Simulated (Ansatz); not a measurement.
# CaSi2N3: the cost of one run

Computed with Ansatz 0.2.0 (DFT PBE, scalar-relativistic, plane waves, PAW, unless a step's input says otherwise).

## Step 1: The system as given

Symmetry: P6/mmm, No. 191, hexagonal system. Conventional cell: a = 3.907 Å, b = 3.907 Å, c = 6.615 Å, α = 90.00°, β = 90.00°, γ = 120.00°. Ca (site symmetry 6/mmm) has 6 N at 1.95 Å and 2 Si at 2.08 Å in its first shell of neighbours. Si (site symmetry 6mm) has 1 Ca at 2.08 Å in its first shell of neighbours. N (site symmetry mmm) is surrounded by 2 Ca at 1.95 Å and 4 N at 1.95 Å.

Structure file:

```cif
data_structure
_symmetry_space_group_name_H-M 'P 1'
_symmetry_Int_Tables_number 1
_cell_length_a 3.9073
_cell_length_b 3.9073
_cell_length_c 6.6147
_cell_angle_alpha 90.000
_cell_angle_beta 90.000
_cell_angle_gamma 120.000
_cell_volume 87.46
loop_
_atom_site_label
_atom_site_type_symbol
_atom_site_fract_x
_atom_site_fract_y
_atom_site_fract_z
_atom_site_occupancy
Ca1 Ca 0.00000 0.00000 0.50000 1
Si1 Si 0.00000 0.00000 0.18537 1
Si2 Si 0.00000 0.00000 0.81463 1
N1 N 0.50000 0.00000 0.50000 1
N2 N 0.00000 0.50000 0.50000 1
N3 N 0.50000 0.50000 0.50000 1
```

Recipe of the guess: random cell by space group and Wyckoff sites (P6/mmm, No. 191). Its size is a rough estimate.

## Step 2: Probe: one point on a coarse mesh

Input file input.yaml:

```yaml
crystal:
  lattice:
    - [3.90728581, 0.0, 0.0]
    - [-1.95364291, 3.38380878, 0.0]
    - [0.0, 0.0, 6.61468719]
  atoms:
    - { symbol: Ca, position: [0.0, 0.0, 0.5] }
    - { symbol: Si, position: [0.0, 0.0, 0.18536821] }
    - { symbol: Si, position: [0.0, 0.0, 0.81463179] }
    - { symbol: "N", position: [0.5, 0.0, 0.5] }
    - { symbol: "N", position: [0.0, 0.5, 0.5] }
    - { symbol: "N", position: [0.5, 0.5, 0.5] }
basis:
  ecutwfc: 420
kpoints:
  mp_grid: { grid: [6, 6, 4] }
hamiltonian:
  xc: pbe
scf:
  occupations: { method: gaussian, width: 0.1 }
  lower_state_search: "off"
output:
  forces: true
  stress: true
  eigenvalues: true
```

Command:

```
> ansatz run input.yaml --threads 1 --pin off --max-ram 2560MiB --backend cpu --events-out ev --progress --plain --runs-dir out
```

What time and memory should one allow on 1 thread of Arm Neoverse V1, shared host?

About 2.7 s, with a peak of 0.32 GiB.
